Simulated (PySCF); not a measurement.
# [TlI2]+: other functionals and bases at one geometry

Aim: see how levels, charges and forces of [TlI2]+ depend on the level of theory. It is a constructed species; whether it can be made isn't addressed.

The runs use PySCF 2.14.0; several levels, as the steps say, no spin–orbit coupling.

2 further runs of the same task are left out: 2 for a known fault of the program. Runs told in other sessions of the task aren't counted.

### Step 1. The system as given

3 atoms, charge 1, spin multiplicity 1.

Bond lengths: Tl1–I2 2.650 Å, Tl1–I3 2.650 Å. Angles: I2–Tl1–I3 180.0°.

Coordinates:

```xyz
3

Tl    0.0000    0.0000    0.0000
I     0.0000    0.0000    2.6503
I     0.0000    0.0000   -2.6503
```

Formal oxidation states: Tl +3. An earlier session relaxed this geometry at TPSS, Tl def2-SVP with ECP60, I def2-SVP with ECP28 (singlet, point group D∞h).

At TPSS on the finer grid: E = -767.442641 Eh, HOMO -11.82 eV, LUMO -9.91 eV, Mulliken charge on Tl1 +0.58 e, largest force component 0.004 eV/Å. 

Levels to run: r2SCAN; wB97X; M06-L; HF; TPSS, TZVP; TPSS, x2c-SVP. Hardware: 2 threads of Arm Neoverse N1, shared host.

### Step 2. r2SCAN

File run.py (the lines that set the calculation):

```python
mol = gto.M(atom='''
Tl     0.00000     0.00000     0.00000
I      0.00000     0.00000     2.65026
I      0.00000     0.00000    -2.65026''',
    basis={'Tl': 'def2-SVP', 'I': 'def2-SVP'},
    ecp={'Tl': 'def2-SVP', 'I': 'def2-SVP'},
    charge=1, spin=0)
mf = dft.RKS(mol, xc='R2SCAN')
mf.grids.atom_grid = (75, 302)
mf = mf.density_fit()  # fitting sets: Tl def2-universal-JKFIT, I def2-universal-JKFIT
mf.conv_tol = 1e-08; mf.max_cycle = 55
mf.kernel(dm0)  # dm0: the density of the relaxed state
```

Started as:

```
$ OMP_NUM_THREADS=2 python run.py
```

### Step 3. wB97X

run.py (the lines that set the calculation), as its differences from that of step 2:

```diff
@@ -7,3 +7,3 @@
     charge=1, spin=0)
-mf = dft.RKS(mol, xc='R2SCAN')
+mf = dft.RKS(mol, xc='WB97X')
 mf.grids.atom_grid = (75, 302)
```

### Step 4. M06-L

run.py (the lines that set the calculation), as its differences from that of step 3:

```diff
@@ -7,3 +7,3 @@
     charge=1, spin=0)
-mf = dft.RKS(mol, xc='WB97X')
+mf = dft.RKS(mol, xc='M06L')
 mf.grids.atom_grid = (75, 302)
```

### Step 5. HF

run.py (the lines that set the calculation), as its differences from that of step 4:

```diff
@@ -7,4 +7,3 @@
     charge=1, spin=0)
-mf = dft.RKS(mol, xc='M06L')
-mf.grids.atom_grid = (75, 302)
+mf = scf.RHF(mol)
 mf = mf.density_fit()  # fitting sets: Tl def2-universal-JKFIT, I def2-universal-JKFIT
```

### Step 6. TPSS, TZVP

Basis: Tl def2-TZVP with ECP60, I def2-TZVP with ECP28. 

File run.py (the lines that set the calculation):

```python
mol = gto.M(atom='''
Tl     0.00000     0.00000     0.00000
I      0.00000     0.00000     2.65026
I      0.00000     0.00000    -2.65026''',
    basis={'Tl': 'def2-TZVP', 'I': 'def2-TZVP'},
    ecp={'Tl': 'def2-TZVP', 'I': 'def2-TZVP'},
    charge=1, spin=0)
mf = dft.RKS(mol, xc='TPSS')
mf.grids.atom_grid = (75, 302)
mf = mf.density_fit()  # fitting sets: Tl def2-universal-JKFIT, I def2-universal-JKFIT
mf.conv_tol = 1e-08; mf.max_cycle = 55
mf.kernel(dm0)  # dm0: free metal ions and neutral atoms
```

### Step 7. TPSS, x2c-SVP

Basis: Tl x2c-SVPall, I x2c-SVPall. All electrons are treated, with the spin-free X2C Hamiltonian.

File run.py (the lines that set the calculation):

```python
mol = gto.M(atom='''
Tl     0.00000     0.00000     0.00000
I      0.00000     0.00000     2.65026
I      0.00000     0.00000    -2.65026''',
    basis={'Tl': 'x2c-SVPall', 'I': 'x2c-SVPall'},
    nucmod='G',
    charge=1, spin=0)
mf = dft.RKS(mol, xc='TPSS')
mf.grids.atom_grid = (99, 590)
mf = mf.density_fit()  # fitting sets: Tl AutoAux, I AutoAux
mf = mf.sfx2c1e()
mf.conv_tol = 1e-08; mf.max_cycle = 55
mf.kernel(dm0)  # dm0: free metal ions and neutral atoms
```

Q: Predict the outcome of this session. Wanted: for each run, HOMO; gap; charge on Tl1; dipole; largest force component.

**Answer**, as computed:

| level | state | HOMO (eV) | gap (eV) | charge on Tl1 (e) | dipole (D) | largest force component (eV/Å) | basis functions | time |
| --- | --- | --- | --- | --- | --- | --- | --- | --- |
| TPSS (relaxed here) | singlet | -11.82 | 1.91 | 0.58 | 0.00 | 0.00 | 78 | 12 s |
| r2SCAN | singlet | -12.04 | 2.08 | 0.59 | 0.00 | 0.17 | 78 | 5.6 s |
| wB97X | singlet | -15.01 | 7.63 | 0.59 | 0.00 | 0.43 | 78 | 6.5 s |
| M06-L | singlet | -11.72 | 2.09 | 0.64 | 0.00 | 0.21 | 78 | 6 s |
| HF | singlet | -15.29 | 9.19 | 0.75 | 0.00 | 0.26 | 78 | 3.7 s |
| TPSS, TZVP | singlet | -11.77 | 2.03 | 0.83 | 0.00 | 0.36 | 150 | 19 s |
| TPSS, x2c-SVP | singlet | -11.80 | 1.90 | 0.70 | 0.00 | 0.21 | 134 | 40 s |

Times are on 2 threads of Arm Neoverse N1, shared host; the first row also made further properties. The dipole of a charged species depends on the origin, so these sizes hold for this origin alone.

In one basis the HOMO–LUMO gap runs from 1.91 eV (TPSS) to 9.19 eV (HF). The largest leftover force, 0.43 eV/Å with wB97X, stands at a geometry relaxed at another level. The Mulliken charge on Tl spans +0.58 to +0.83 e over the levels. Total energies of different levels can't be compared. Spin–orbit coupling is left out throughout.
